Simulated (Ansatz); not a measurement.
# LaTaTl3: the cost of one run

Method: DFT PBE, scalar-relativistic, plane waves, PAW, in Ansatz 0.2.0.

## (1) The starting structure

Symmetry: Pm-3m, No. 221, cubic system. Conventional cell: a = 5.226 Å, b = 5.226 Å, c = 5.226 Å, α = 90.00°, β = 90.00°, γ = 90.00°. La (site symmetry m-3m) is surrounded by 6 Tl at 2.61 Å. Ta (site symmetry m-3m) is surrounded by 12 Tl at 3.70 Å. Tl (site symmetry 4/mmm) has 2 La at 2.61 Å as nearest neighbours.

Coordinates:

```xyz
5
Lattice="5.2261 0.0000 0.0000 0.0000 5.2261 0.0000 0.0000 0.0000 5.2261" Properties=species:S:1:pos:R:3 pbc="T T T"
La    2.6130    2.6130    2.6130
Ta    0.0000    0.0000    0.0000
Tl    0.0000    2.6130    2.6130
Tl    2.6130    0.0000    2.6130
Tl    2.6130    2.6130    0.0000
```

Recipe of the guess: random cell by space group and Wyckoff sites (Pm-3m, No. 221). Lengths come from tabulated atomic sizes and are only a guess.

## (2) Probe: one point on a coarse mesh

input.yaml

```yaml
crystal:
  lattice:
    - [5.22607162, 0.0, 0.0]
    - [0.0, 5.22607162, 0.0]
    - [0.0, 0.0, 5.22607162]
  atoms:
    - { symbol: La, position: [0.5, 0.5, 0.5] }
    - { symbol: Ta, position: [0.0, 0.0, 0.0] }
    - { symbol: Tl, position: [0.0, 0.5, 0.5] }
    - { symbol: Tl, position: [0.5, 0.0, 0.5] }
    - { symbol: Tl, position: [0.5, 0.5, 0.0] }
basis:
  ecutwfc: 420
kpoints:
  mp_grid: { grid: [4, 4, 4] }
hamiltonian:
  xc: pbe
scf:
  occupations: { method: gaussian, width: 0.1 }
  lower_state_search: "off"
output:
  forces: true
  stress: true
  eigenvalues: true
```

Launch:

```bash
$ ansatz run input.yaml --threads 1 --pin off --max-ram 2560MiB --backend cpu --events-out ev --progress --plain --runs-dir out
```

What time and memory should one allow on 1 thread of Arm Neoverse V2, shared host?

About 3.5 s, with a peak of 0.4 GiB.
